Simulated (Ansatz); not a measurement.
# Na2Os: the cost of one run

Method: DFT PBE, scalar-relativistic, plane waves, PAW, in Ansatz 0.2.0.

2 further runs of the same task are left out: 1 for a known fault of the program, 1 that didn't finish.

### Step 1. The system as given

Symmetry: P6/mmm, No. 191, hexagonal system. The conventional cell has a = 3.800 Å, b = 3.800 Å, c = 4.103 Å, α = 90.00°, β = 90.00°, γ = 120.00°. Na (site symmetry -6m2) has 3 Na at 2.19 Å as nearest neighbours. Os (site symmetry 6/mmm) has 12 Na at 3.00 Å as nearest neighbours.

Structure file:

```cif
data_structure
_symmetry_space_group_name_H-M 'P6/mmm'
_symmetry_Int_Tables_number 191
_cell_length_a 3.8005
_cell_length_b 3.8005
_cell_length_c 4.1035
_cell_angle_alpha 90.000
_cell_angle_beta 90.000
_cell_angle_gamma 120.000
_cell_volume 51.33
loop_
_atom_site_label
_atom_site_type_symbol
_atom_site_symmetry_multiplicity
_atom_site_Wyckoff_symbol
_atom_site_fract_x
_atom_site_fract_y
_atom_site_fract_z
_atom_site_occupancy
Na1 Na 2 d 0.33333 0.66667 0.50000 1
Os1 Os 1 a 0.00000 0.00000 0.00000 1
```

This is candidate A: AlB2 type (P6/mmm, No. 191).

(A quick probe on a coarse mesh, which set the mesh and smearing, is not shown.)

### Step 3. Rough relaxation on the coarse mesh (candidate A)

input.yaml reads:

```yaml
crystal:
  lattice:
    - [3.8004581528, 0.0, 0.0]
    - [-1.9002290764, 3.2912933064, 0.0]
    - [0.0, 0.0, 4.1034847165]
  atoms:
    - { symbol: Na, position: [0.3333333333, 0.6666666667, 0.5] }
    - { symbol: Na, position: [0.6666666667, 0.3333333333, 0.5] }
    - { symbol: Os, position: [0.0, 0.0, 0.0] }
basis:
  ecutwfc: 420
kpoints:
  mp_grid: { grid: [6, 6, 4] }
hamiltonian:
  xc: pbe
scf:
  occupations: { method: gaussian, width: 0.1 }
  lower_state_search: "off"
output:
  forces: true
  stress: true
  eigenvalues: true
relax:
  adjacent_minimum: "off"
  f_tol: 0.04
  max_steps: 70
  cell: { stress_tol: 0.4 }
```

On the command line:

```console
> ansatz run input.yaml --threads 1 --pin off --max-ram 2560MiB --backend cpu --events-out ev --progress --plain --runs-dir out
```

What time and memory should one allow on 1 thread of Intel Xeon 6975P-C (Granite Rapids), shared host?

About 15 s, with a peak of 0.37 GiB.
